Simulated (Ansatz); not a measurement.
# La3GaN4: the cost of one run

The runs shown are made with Ansatz 0.2.0. PAW datasets, plane waves, zero pressure. Values at 0 K without nuclear motion; spin polarisation is off, and the phase may be a hypothetical one.

## Step 1: The system as given

Space group P3m1 (No. 156), trigonal; a = 3.934 Å, c = 12.847 Å in the conventional setting, 21.52 Å³ an atom. Near Ga stand 4 N at 2.41 Å; near La stand 4 N at 2.41 Å; near N stand 3 La at 2.41 Å and 1 Ga at 2.41 Å.

Coordinates:

```cif
data_structure
_symmetry_space_group_name_H-M 'P 1'
_symmetry_Int_Tables_number 1
_cell_length_a 3.9337
_cell_length_b 3.9337
_cell_length_c 12.8474
_cell_angle_alpha 90.000
_cell_angle_beta 90.000
_cell_angle_gamma 120.000
_cell_volume 172.16
loop_
_atom_site_label
_atom_site_type_symbol
_atom_site_fract_x
_atom_site_fract_y
_atom_site_fract_z
_atom_site_occupancy
Ga1 Ga 0.33333 0.66667 0.00000 1
La1 La 0.33333 0.66667 0.50000 1
La2 La 0.66667 0.33333 0.25000 1
La3 La 0.66667 0.33333 0.75000 1
N1 N 0.33333 0.66667 0.18750 1
N2 N 0.33333 0.66667 0.68750 1
N3 N 0.66667 0.33333 0.43750 1
N4 N 0.66667 0.33333 0.93750 1
```

## Step 2: PBE: cell and atoms

File input.yaml:

```yaml
crystal:
  lattice:
    - [3.9336764028, 0.0, 0.0]
    - [-1.9668382014, 3.4066636951, 0.0]
    - [0.0, 0.0, 12.8473871314]
  atoms:
    - { symbol: Ga, position: [0.3333333333, 0.6666666667, 0.0] }
    - { symbol: La, position: [0.3333333333, 0.6666666667, 0.5] }
    - { symbol: La, position: [0.6666666667, 0.3333333333, 0.25] }
    - { symbol: La, position: [0.6666666667, 0.3333333333, 0.75] }
    - { symbol: "N", position: [0.3333333333, 0.6666666667, 0.1875] }
    - { symbol: "N", position: [0.3333333333, 0.6666666667, 0.6875] }
    - { symbol: "N", position: [0.6666666667, 0.3333333333, 0.4375] }
    - { symbol: "N", position: [0.6666666667, 0.3333333333, 0.9375] }
kpoints:
  mp_grid: { grid: [6, 6, 2] }
hamiltonian:
  xc: pbe
scf:
  occupations: { method: fermi_dirac, width: 0.02 }
relax:
  f_tol: 0.005
  cell: {}
output:
  write_density: true
  write_potential: true
  elf: true
  volumetric_format: npy
```

Launch:

```sh
$ ansatz run input.yaml --threads 4 --pin off --max-ram 6451MiB --backend cpu --events-out ev --progress --plain --runs-dir out
```

What time and memory should one allow on 4 threads of AMD EPYC 9B45 (Zen 5), shared host?

About 11 s, with a peak of 0.62 GiB.
